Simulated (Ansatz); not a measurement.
**H₃NOS₂W: small, medium and large basis sets**

One table from this session's results is given with a row withheld; the runs are named, their logs left out.

The runs use Ansatz 0.2.0, Gaussian basis; one geometry, several basis sets.

Plan: PBE0-D4/def2-SVP; ωB97M-V/def2-SVP; PBE0-D4/def2-QZVPP; ωB97M-V/def2-QZVPP; the functionals' def2-TZVPP values are taken from earlier runs.

## Structure used throughout

An earlier PBE0-D4 in a triple-zeta def2 set relaxation fixed the geometry. W takes the def2 core potential; no spin-orbit term is included.

8 atoms, charge 0, spin multiplicity 1.

Atoms are counted from 1 here; the program's logs count them from 0.

Bond lengths: N1–W2 1.923 Å, N1–H6 1.009 Å, N1–H7 1.009 Å, W2–O3 1.880 Å, W2–S4 2.128 Å, W2–S5 2.126 Å, O3–H8 0.960 Å. Angles: W2–N1–H6 123.7°, W2–N1–H7 123.6°, H6–N1–H7 112.1°, N1–W2–O3 110.2°, N1–W2–S4 107.7°, N1–W2–S5 107.7°, O3–W2–S4 108.7°, O3–W2–S5 110.3°, S4–W2–S5 112.2°, W2–O3–H8 122.3°.

The first run:

Contents of in.yaml:

```yaml
crystal:
  periodic: [false, false, false]
  atoms:
    - {symbol: N, position_ang: [-0.890546, 0.896865, 0.703776]}
    - {symbol: W, position_ang: [0.110992, -0.220384, -0.498359]}
    - {symbol: O, position_ang: [1.006707, -1.566973, 0.460717]}
    - {symbol: S, position_ang: [-1.269412, -1.135671, -1.834071]}
    - {symbol: S, position_ang: [1.510715, 1.016306, -1.514630]}
    - {symbol: H, position_ang: [-0.542909, 1.764665, 1.082905]}
    - {symbol: H, position_ang: [-1.865308, 0.751412, 0.919474]}
    - {symbol: H, position_ang: [1.939762, -1.506220, 0.680188]}
basis:
  gaussian: {orbitals: def2-SVP}
hamiltonian: {xc: pbe0, dispersion: d4}
output: {orbitals: {seedname: orbitals}}
```

On the command line:

```
$ ansatz run in.yaml --threads 4 --pin off --events-out ev --progress --plain --max-ram 10444MiB
```

Among the steps run: PBE0-D4 in def2-SVP; ωB97M-V in def2-SVP; PBE0-D4 in def2-QZVPP; ωB97M-V in def2-QZVPP.

One of the session's tables, all rows but one given; the rest of the session is left out.

It belongs to the step «Functionals by basis». 

```
functional       basis  HOMO (eV)  LUMO (eV)
   PBE0-D4    def2-SVP      -7.14      -2.53
   PBE0-D4  def2-TZVPP      -7.15      -2.56
   PBE0-D4  def2-QZVPP      -7.17      -2.60
   ωB97M-V    def2-SVP      -9.09      -0.50
   ωB97M-V  def2-TZVPP      -9.13      -0.57
   ωB97M-V  def2-QZVPP          ?          ?
```

Q: Estimate the row for ωB97M-V, def2-QZVPP from the others.

As computed: HOMO (eV): -9.17; LUMO (eV): -0.64. In the column «HOMO (eV)» it is the lowest.
